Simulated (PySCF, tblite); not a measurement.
# C5H5F3N radical: geometry, infrared bands and EPR parameters

Wanted: the infrared bands and EPR parameters of C5H5F3N radical (`C[C@@H](C1=N[CH]1)C(F)(F)F`), by calculation.

Programs: tblite 0.8.0 and PySCF 2.14.0, with density-fitted response routines of our own. Each step states its level of theory. These are calculated values for one molecule in the gas phase, unless marked as measured. Atoms count from 0, in the outputs and in this text.

## (1) Starting geometry

14 atoms, charge 0, multiplicity 2; geometry from: force field or distance geometry start.

Bonds of the start (Å): C0–C1 1.51, C1–C2 1.51, C2–N3 1.27, N3–C4 1.43, C1–C5 1.51, C5–F6 1.39, C5–F7 1.38, C5–F8 1.40, C4–C2 1.49, C0–H9 1.12, C0–H10 1.11, C0–H11 1.10, C1–H12 1.09, C4–H13 1.12.

## (2) Optimising the geometry with GFN2-xTB

Job settings and geometry (Å):

```
{"job": {"kind": "relax", "xc": "GFN2-xTB", "basis": "xTB"}, "charge": 0, "multiplicity": 2}
C     -0.287600     1.357800     0.579800
C     -0.172600     0.212800    -0.394000
C      1.014200    -0.599600     0.053500
N      1.563200    -1.673500     0.449500
C      2.477600    -0.581800     0.309800
C     -1.385900    -0.693300    -0.372200
F     -2.548100    -0.022800    -0.719000
F     -1.119900    -1.705500    -1.270700
F     -1.532800    -1.279100     0.886900
H     -1.349200     1.716000     0.610200
H     -0.008800     1.052100     1.607100
H      0.305200     2.231700     0.265400
H     -0.032800     0.627400    -1.391600
H      3.076700    -0.642800    -0.636800
```

Started as:

```sh
> OMP_NUM_THREADS=1 python probes_run.py task.json out
```

The driver reads the jobs from task.json and runs them one after another.

Output:

```text
step      E/eV     max force
  0    -821.56628    2.726
  1    -821.92829    1.844
  2    -822.09919    2.482
  3    -822.18519    1.055
  4    -822.23281    0.702
  5    -822.27060    0.652
  6    -822.29267    0.541
  7    -822.31326    0.399
  8    -822.32501    0.349
  9    -822.33543    0.271
 10    -822.34846    0.299
 11    -822.36600    0.445
 12    -822.37983    0.348
 13    -822.39039    0.297
 14    -822.39778    0.564
 15    -822.39347    0.696
 16    -822.40680    0.136
 17    -822.40863    0.112
 18    -822.41259    0.108
 19    -822.41389    0.115
 20    -822.41688    0.095
 21    -822.41798    0.107
 22    -822.41936    0.087
 23    -822.42049    0.091
 24    -822.42163    0.078
 25    -822.42259    0.078
 26    -822.42370    0.098
 27    -822.42502    0.090
 28    -822.42639    0.087
 29    -822.42754    0.078
 30    -822.42856    0.080
 31    -822.42971    0.081
 32    -822.43090    0.079
 33    -822.43184    0.075
 34    -822.43259    0.076
 35    -822.43331    0.085
 36    -822.43416    0.080
 37    -822.43509    0.064
 38    -822.43585    0.058
 39    -822.43641    0.060
 40    -822.43688    0.048
 41    -822.43738    0.051
 42    -822.43793    0.053
 43    -822.43851    0.074
 44    -822.43914    0.078
 45    -822.43976    0.064
 46    -822.44038    0.058
 47    -822.44098    0.099
 48    -822.44155    0.056
 49    -822.44203    0.043
 50    -822.44236    0.033
 51    -822.44253    0.025
 52    -822.44267    0.027
 53    -822.44277    0.018
 54    -822.44283    0.020
 55    -822.44288    0.017
 56    -822.44292    0.019
 57    -822.44299    0.017
 58    -822.44304    0.018
 59    -822.44310    0.021
 60    -822.44318    0.021
 61    -822.44332    0.027
 62    -822.44348    0.025
 63    -822.44362    0.025
 64    -822.44371    0.024
 65    -822.44377    0.020
 66    -822.44382    0.015
 67    -822.44386    0.013
 68    -822.44389    0.014
 69    -822.44391    0.013
 70    -822.44395    0.016
 71    -822.44402    0.020
 72    -822.44411    0.021
 73    -822.44421    0.031
 74    -822.44431    0.037
 75    -822.44443    0.040
 76    -822.44462    0.037
 77    -822.44493    0.044
 78    -822.44530    0.045
 79    -822.44563    0.049
 80    -822.44607    0.052
 81    -822.44613    0.236
 82    -822.44683    0.123
 83    -822.44728    0.058
 84    -822.44750    0.178
 85    -822.44801    0.065
 86    -822.44836    0.040
 87    -822.44881    0.090
 88    -822.44926    0.073
 89    -822.45025    0.093
 90    -822.45154    0.207
 91    -822.42176    1.572
 92    -822.45247    0.127
 93    -822.45310    0.113
 94    -822.45563    0.347
 95    -822.45673    0.088
 96    -822.45789    0.057
 97    -822.45862    0.599
 98    -822.46052    0.175
 99    -822.46140    0.075
100    -822.46196    0.222
101    -822.46233    0.168
102    -822.46287    0.077
103    -822.46332    0.125
104    -822.46365    0.055
105    -822.46395    0.081
106    -822.46423    0.098
107    -822.46453    0.092
108    -822.46480    0.051
109    -822.46518    0.110
110    -822.46586    0.146
111    -822.46668    0.194
112    -822.46764    0.084
113    -822.46846    0.221
114    -822.46965    0.058
115    -822.47074    0.113
116    -822.47191    0.176
117    -822.47257    0.222
118    -822.47449    0.101
119    -822.47574    0.339
120    -822.47794    0.146
121    -822.47975    0.178
122    -822.48056    0.228
123    -822.48110    0.070
124    -822.48160    0.081
125    -822.48208    0.173
126    -822.48256    0.144
127    -822.48322    0.178
128    -822.48369    0.062
129    -822.48407    0.140
130    -822.48467    0.095
131    -822.48535    0.086
132    -822.48596    0.078
133    -822.48667    0.132
134    -822.48731    0.150
135    -822.48817    0.222
136    -822.48959    0.115
137    -822.49082    0.113
138    -822.49238    0.197
139    -822.49359    0.193
140    -822.49441    0.340
141    -822.49567    0.095
142    -822.49680    0.128
143    -822.49779    0.315
144    -822.49917    0.132
145    -822.50100    0.126
146    -822.50329    0.488
147    -822.50562    0.135
148    -822.50750    0.143
149    -822.50852    0.384
150    -822.51001    0.103
151    -822.51172    0.066
152    -822.51348    0.282
153    -822.51503    0.093
154    -822.51635    0.129
155    -822.51772    0.143
156    -822.51910    0.098
157    -822.51993    0.389
158    -822.52126    0.450
159    -822.52367    0.159
160    -822.52460    0.204
161    -822.52581    0.130
162    -822.52777    0.127
163    -822.52945    0.140
164    -822.53065    0.201
165    -822.53109    0.203
166    -822.53198    0.084
167    -822.53230    0.045
168    -822.53281    0.062
169    -822.53307    0.042
170    -822.53337    0.039
171    -822.53351    0.051
172    -822.53364    0.030
173    -822.53370    0.024
174    -822.53373    0.015
175    -822.53375    0.013
176    -822.53376    0.017
177    -822.53377    0.020
178    -822.53379    0.026
179    -822.53381    0.028
180    -822.53384    0.029
181    -822.53390    0.025
182    -822.53398    0.024
183    -822.53407    0.038
184    -822.53417    0.039
185    -822.53429    0.023
186    -822.53437    0.017
187    -822.53444    0.013
188    -822.53449    0.013
189    -822.53453    0.015
190    -822.53456    0.015
191    -822.53459    0.010
192    -822.53460    0.010
```

It took 1.2 s on 1 thread of AMD EPYC 7B13, shared host.

The steps of the relaxation: (not every step is listed)

```csv
step,energy from step 0 (eV),largest force (eV/Å)
0,0.0000,2.7257
1,-0.3620,1.8442
2,-0.5329,2.4820
3,-0.6189,1.0554
4,-0.6665,0.7019
5,-0.7043,0.6522
6,-0.7264,0.5411
7,-0.7470,0.3993
8,-0.7587,0.3492
25,-0.8563,0.0776
42,-0.8717,0.0535
59,-0.8768,0.0208
76,-0.8783,0.0372
93,-0.8868,0.1132
110,-0.8996,0.1456
127,-0.9169,0.1783
144,-0.9329,0.1316
161,-0.9595,0.1303
178,-0.9675,0.0258
187,-0.9682,0.0135
188,-0.9682,0.0132
189,-0.9683,0.0148
190,-0.9683,0.0152
191,-0.9683,0.0100
192,-0.9683,0.0099
```

Distances of close pairs at the start and the end, largest changes first:

```csv
bond,before (Å),after (Å),change (Å)
C2–C4,1.486,1.313,-0.172
C2–N3,1.269,1.394,+0.125
C4–H13,1.122,1.056,-0.065
C5–F8,1.396,1.339,-0.057
C5–F6,1.386,1.340,-0.046
C1–C2,1.506,1.465,-0.041
C5–F7,1.379,1.342,-0.037
C0–H9,1.121,1.087,-0.034
```

The next job starts from the end point, and lists it.

## (3) Harmonic vibrations with GFN2-xTB

Job settings and geometry (Å):

```
{"job": {"kind": "ir", "xc": "GFN2-xTB", "basis": "xTB"}, "charge": 0, "multiplicity": 2}
C     -0.526284     1.254829     0.883196
C     -0.115395     0.427764    -0.341771
C      1.209954    -0.163653    -0.143639
N      2.525570     0.182267     0.162669
C      2.048064    -1.171257    -0.058195
C     -1.136690    -0.674460    -0.615940
F     -2.356779    -0.176583    -0.857731
F     -0.805415    -1.413760    -1.685663
F     -1.261927    -1.523768     0.412211
H     -1.484740     1.735565     0.704700
H     -0.607837     0.614737     1.759130
H      0.228197     2.013105     1.073010
H     -0.082194     1.073522    -1.229137
H      2.364799    -2.178781    -0.085005
```

Output:

```text
mode    cm-1     km/mol
  1      44.1     12.83
  2      53.3      9.95
  3     106.7      8.57
  4     176.2      1.04
  5     200.5      0.13
  6     206.0      1.79
  7     273.4      3.41
  8     307.1      2.85
  9     359.9      8.39
 10     424.4     13.20
 11     467.0      5.58
 12     509.9     24.89
 13     532.3     14.22
 14     545.0      7.04
 15     627.6     11.81
 16     779.6      1.35
 17     823.0      5.08
 18     904.0      6.52
 19     998.1     96.28
 20    1058.2    137.57
 21    1066.2    115.63
 22    1077.4    215.91
 23    1119.5     69.39
 24    1175.4    126.84
 25    1240.1     17.33
 26    1265.4     30.06
 27    1282.5     27.32
 28    1405.1      6.80
 29    1473.8     10.69
 30    1481.2     10.11
 31    1870.5     26.76
 32    2918.7      2.52
 33    3048.1      9.11
 34    3052.6      9.51
 35    3062.7      3.83
 36    3293.4     12.01
```

Wall time 0.41 s (1 thread of AMD EPYC 7B13, shared host).

The strongest bands and the atoms that carry them (share of the mass-weighted mode):

```csv
cm⁻¹,km/mol,atoms
998,96.3,"H12 26 %, H11 21 %, C5 16 %, F8 10 %"
1058,137.6,"C5 32 %, H12 24 %, C1 11 %"
1066,115.6,"C5 41 %, C1 12 %"
1077,215.9,"C5 43 %, F6 15 %"
1120,69.4,"C1 31 %, C5 18 %, C0 17 %, H10 14 %"
1175,126.8,"C5 58 %, H12 25 %"
1265,30.1,"C1 28 %, N3 22 %, H12 22 %"
1282,27.3,"N3 33 %, C2 19 %, C4 15 %, H12 14 %"
```

## (4) g tensor and hyperfine couplings: B3LYP/pcH-1

Same as in step 3 but for these lines:

```diff
@@ -1,2 +1,2 @@
-{"job": {"kind": "ir", "xc": "GFN2-xTB", "basis": "xTB"}, "charge": 0, "multiplicity": 2}
+{"job": {"kind": "epr", "basis": "pcH-1"}, "charge": 0, "multiplicity": 2}
 C     -0.526284     1.254829     0.883196
```

With the program's defaults for keys left out, this is: UKS B3LYP, pcH-1 on C F H N, non-relativistic, mean-field spin-orbit, GIAO.

Output:

```text
UKS, coarse grid
  cycle   1  E = -547.54732061  |g| = 7.02e-01
  cycle   2  E = -547.30431454  |g| = 1.15e+00
  cycle   3  E = -547.71673554  |g| = 7.31e-02
  cycle   4  E = -547.71778778  |g| = 5.93e-02
  cycle   5  E = -547.71932967  |g| = 1.21e-02
  cycle   6  E = -547.71939690  |g| = 5.52e-03
  cycle   7  E = -547.71941407  |g| = 1.47e-03
  cycle   8  E = -547.71941650  |g| = 6.52e-04
UKS, final grid
  cycle   1  E = -547.71951561  |g| = 7.53e-04
  cycle   2  E = -547.71951545  |g| = 1.05e-03
  cycle   3  E = -547.71951593  |g| = 1.97e-04
  cycle   4  E = -547.71951595  |g| = 6.99e-05
  cycle   5  E = -547.71951597  |g| = 8.41e-05
  cycle   6  E = -547.71951598  |g| = 2.30e-05
E = -547.71951598 Eh   <S^2> = 0.7580 (exact 0.7500)
g shifts (ppm)      1          2          3
  rmc          -214       -214       -214
  gc            -11         49         32
  oz_so          -6        654       2921
  total        -232        488       2739
hyperfine (MHz)  atom isotope    a_iso     a_fc   dipolar eigenvalues
    0   13C       1.38       1.38     -0.60      0.04      0.56
    1   13C      -3.61      -3.61     -0.98     -0.26      1.24
    2   13C     -23.82     -23.82     -4.87      0.00      4.87
    3   14N      27.57      27.57    -40.82    -37.74     78.56
    4   13C      18.01      18.01    -30.94    -24.44     55.38
    5   13C      -1.85      -1.85     -0.52     -0.26      0.78
    6   19F      -1.49      -1.49     -0.70     -0.15      0.85
    7   19F       4.80       4.80     -2.82     -2.11      4.94
    8   19F       5.88       5.88     -3.15     -2.44      5.60
    9    1H      -1.32      -1.32     -0.93     -0.81      1.74
   10    1H      -0.05      -0.05     -1.56     -1.45      3.02
   11    1H      -0.20      -0.20     -2.16     -1.97      4.13
   12    1H       1.72       1.72     -2.44     -1.76      4.20
   13    1H     -31.24     -31.24    -16.34     -1.26     17.60
```

Wall time 65 s (1 thread of AMD EPYC 7B13, shared host); peak memory 0.97 GiB.

Principal g values 2.00209, 2.00281, 2.00506; g(iso) = 2.00332, against 2.00232 for a free electron.

Mean a(iso) over the nuclei that a row names, and the largest dipolar term of the row (other rows stand at the frozen geometry):

```csv
nuclei,isotope,a(iso) (MHz),"a(iso) (G, at g = 2.0023)",largest dipolar term (MHz)
H13,1H,-31.2,-11.1,17.6
N3,14N,27.6,9.8,78.6
C2,13C,-23.8,-8.5,-4.9
C4,13C,18.0,6.4,55.4
C1,13C,-3.6,-1.3,1.2
"F6, F7, F8",19F,3.1,1.1,5.6
C5,13C,-1.9,-0.7,0.8
H12,1H,1.7,0.6,4.2
C0,13C,1.4,0.5,-0.6
"H9, H10, H11",1H,-0.5,-0.2,4.1
```

Mulliken spin populations:

C0 0.00; C1 0.01; C2 -0.05; N3 0.77; C4 0.29; C5 0.00; F6 0.00; F7 0.00; F8 0.00; H9 0.00; H10 0.00; H11 0.00; H12 0.00; H13 -0.02

In first order the couplings over 0.8 MHz of 1H, 14N, 19F give 48 distinct lines over 34.7 G, if the averaged nuclei exchange fast; the same motion can average rows kept apart here too.

The fields below are evaluated on a grid from the run's orbitals.

ELF in a plane through or near 7 of the atoms.

Ten even steps from '0' (0.00) to '9' (1.00):
```
0000000000000000000000000000
0000000000000000000000000000
0000000000000000000000000000
0000000011000014520000000000
0000002467520089993000000000
0000004789840089994000000000
0000015876851059984553000000
0000014752773026668999200000
0000015785536669779999400000
0000036636366815747998200000
0000367768866646300000000000
0000367766521599414310000000
0000022221001331678841000000
0000000000047783654841000000
0000000000268772178620000000
0000000000147872045300000000
0000000000012441000000000000
0000000000000000000000000000
0000000000000000000000000000
0000000000000000000000000000
```
The map spans 11.5 Å across and 9.7 Å up, centred on the molecule. Atoms in the plane (x, y in Å): C1 (0.3, 0.1), C2 (-1.1, 0.4), N3 (-2.0, 1.4), C5 (0.6, -1.3), F6 (1.8, -1.7), H9 (2.2, 0.9), H11 (1.0, 2.1).

log10 of the density (e/Å³) in the same plane.

Ten even steps from '0' (-4.0) to '9' (2.4):
```
0000000000000000000000000000
0000000000000000000000000000
0000000011000011111000000000
0000001222221122322100000000
0000123344432334443211000000
0000134455543345654322100000
0001234567654456655433210000
0001235577665456665543210000
0002345566676666666544210000
0012345666686676655543210000
0012345566666666544432100000
0012345555555566555433100000
0001233333345567677643200000
0000122223356666679654200000
0000001112456765566543100000
0000000002346665444432000000
0000000000234443222210000000
0000000000022322100000000000
0000000000000000000000000000
0000000000000000000000000000
```
The map spans 11.5 Å across and 9.7 Å up, centred on the molecule. Atoms in the plane (x, y in Å): C1 (0.3, 0.1), C2 (-1.1, 0.4), N3 (-2.0, 1.4), C5 (0.6, -1.3), F6 (1.8, -1.7), H9 (2.2, 0.9), H11 (1.0, 2.1).

On the surface of density 0.002 e/bohr³ the electrostatic potential runs, from the 1st to the 99th percentile, from -1.76 V near N3 to 1.51 V near H13.

The spin density lies nearest to N3 66 %; C4 22 %; C2 6 % (both signs).

## (5) Summary of results

| quantity | value |
| --- | --- |
| strongest single infrared mode (GFN2-xTB) | 1077 cm⁻¹, 216 km/mol |
| zero-point energy (GFN2-xTB) | 56.1 kcal/mol |
| g(iso) (B3LYP) | 2.00332 |
| ⟨S²⟩ | 0.758 (exact 0.75) |
| largest a(iso) (averaged by class) | 1H on H13, -31.2 MHz |
| potential on the surface of density 0.002 e/bohr³, 1st and 99th percentile | -1.76 V and 1.51 V |

Over 192 steps the energy fell by 0.968 eV; of the close pairs, C2–C4 changed most, 1.486 to 1.313 Å. All 36 modes are real, so the xTB geometry is a minimum. The strongest single mode, at 1077 cm⁻¹, is spread over many atoms; the largest shares are those of C5, F6. Unscaled tight-binding wavenumbers are off by several per cent, some by more. Its intensities can rank the bands wrongly. The largest share of the spin, 0.77 e, sits on N3. The isotropic g lies 1.0 ppt above the free-electron value. The conformer search found further structures of the same energy, which may be mirror or relabelled copies of this one.
